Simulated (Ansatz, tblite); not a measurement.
# The cluster Pt2Au3+: rung by rung

An exercise on one series of results from a longer session: the logs are not shown, and one member is left open.

Method: as each input shows; program: Ansatz 0.2.0, Gaussian basis.

Plan: GFN1-xTB, GFN2-xTB, PBE-D4/def2-TZVP, r2SCAN-D4/def2-TZVP, LDA/def2-TZVP, BHLYP-D4/def2-TZVP, B3LYP-D4/def2-TZVP, PBE-D4/def2-SVP, PBE0-D4/def2-SVP, CCSD(T)/def2-SVP, MP2/def2-TZVP.

2 further runs of the same task are left out: 2 set aside as unsound or not needed.

### The geometry

The singlet was relaxed beforehand with PBE-D4/def2-SVP. At that level it is the lowest of the isomers that a small search found.

5 atoms, charge 1, spin multiplicity 1.

Bond lengths: Pt1–Pt2 2.874 Å, Pt1–Au3 2.665 Å, Pt1–Au4 2.665 Å, Pt1–Au5 2.664 Å, Pt2–Au3 2.665 Å, Pt2–Au4 2.665 Å, Pt2–Au5 2.664 Å. Angles: Pt2–Pt1–Au3 57.4°, Pt2–Pt1–Au4 57.4°, Pt2–Pt1–Au5 57.4°, Au3–Pt1–Au4 93.7°, Au3–Pt1–Au5 93.6°, Au4–Pt1–Au5 93.6°, Pt1–Pt2–Au3 57.4°, Pt1–Pt2–Au4 57.4°, Pt1–Pt2–Au5 57.4°, Au3–Pt2–Au4 93.7°, Au3–Pt2–Au5 93.6°, Au4–Pt2–Au5 93.6°, Pt1–Au3–Pt2 65.3°, Pt1–Au4–Pt2 65.3°, Pt1–Au5–Pt2 65.3°.

Geometry (Å):

```xyz
5

Pt   -1.3581   -0.3554   -0.3079
Pt    1.3581    0.3550    0.3081
Au   -0.3580   -0.5017    2.1575
Au    0.7339   -1.5801   -1.4140
Au   -0.3759    2.0822   -0.7438
```

Au, Pt take a core potential in the def2 sets. No spin-orbit coupling is included. The ion is computed in the gas phase, without counter-ions or solvent.

PBE0-D4/def2-TZVP was run before; its log isn't repeated, and its numbers join the tables.

Set-up of the first run:

Tight binding, by tblite at 300 K electronic temperature and without a spin-polarisation term:

```python
tblite.interface.Calculator('GFN1-xTB', numbers, positions, charge=1, uhf=0).singlepoint()
```

Tight binding, by tblite at 300 K electronic temperature and without a spin-polarisation term:

```python
tblite.interface.Calculator('GFN2-xTB', numbers, positions, charge=1, uhf=0).singlepoint()
```

start.molden holds the orbitals of an earlier run on this state, given as this run's starting guess.

File in.yaml:

```yaml
crystal:
  periodic: [false, false, false]
  atoms:
    - {symbol: Pt, position_ang: [-1.358081, -0.355434, -0.307897]}
    - {symbol: Pt, position_ang: [1.358140, 0.355016, 0.308112]}
    - {symbol: Au, position_ang: [-0.358042, -0.501666, 2.157539]}
    - {symbol: Au, position_ang: [0.733916, -1.580113, -1.413977]}
    - {symbol: Au, position_ang: [-0.375933, 2.082187, -0.743777]}
basis:
  gaussian: {orbitals: def2-TZVP, initial_orbitals: start.molden}
total_charge: 1
hamiltonian: {xc: pbe, dispersion: d4}
scf: {omitted_lower_state_checks: [starts]}
output: {forces: true, orbitals: {seedname: orbitals}}
```

The run is started by

```
> ansatz run in.yaml --threads 4 --pin off --events-out ev --progress --plain --max-ram 4787MiB
```

Among the steps run: PBE-D4/def2-TZVP; r2SCAN-D4/def2-TZVP; LDA/def2-TZVP; BHLYP-D4/def2-TZVP; B3LYP-D4/def2-TZVP; PBE-D4/def2-SVP; PBE0-D4/def2-SVP; CCSD(T)/def2-SVP; MP2/def2-TZVP.

One table of the session follows, with a row left open; its other results are not shown here.

It belongs to the step «Levels side by side». 

| level | HOMO (eV) | LUMO (eV) | gap (eV) |
| --- | --- | --- | --- |
| LDA/def2-TZVP | ? | ? | ? |
| PBE-D4/def2-SVP | -9.78 | -9.02 | 0.75 |
| PBE-D4/def2-TZVP | -9.73 | -9.01 | 0.72 |
| r2SCAN-D4/def2-TZVP | -9.70 | -8.83 | 0.87 |
| B3LYP-D4/def2-TZVP | -10.31 | -8.38 | 1.93 |
| PBE0-D4/def2-SVP | -10.46 | -8.10 | 2.36 |
| PBE0-D4/def2-TZVP | -10.38 | -8.06 | 2.32 |
| BHLYP-D4/def2-TZVP | -11.04 | -7.14 | 3.90 |

Q: Estimate the row for LDA/def2-TZVP from the others.

**Answer.** HOMO (eV): -10.09; LUMO (eV): -9.42; gap (eV): 0.67. In the column «HOMO (eV)» it lies between B3LYP-D4/def2-TZVP (-10.31) and PBE-D4/def2-SVP (-9.78).
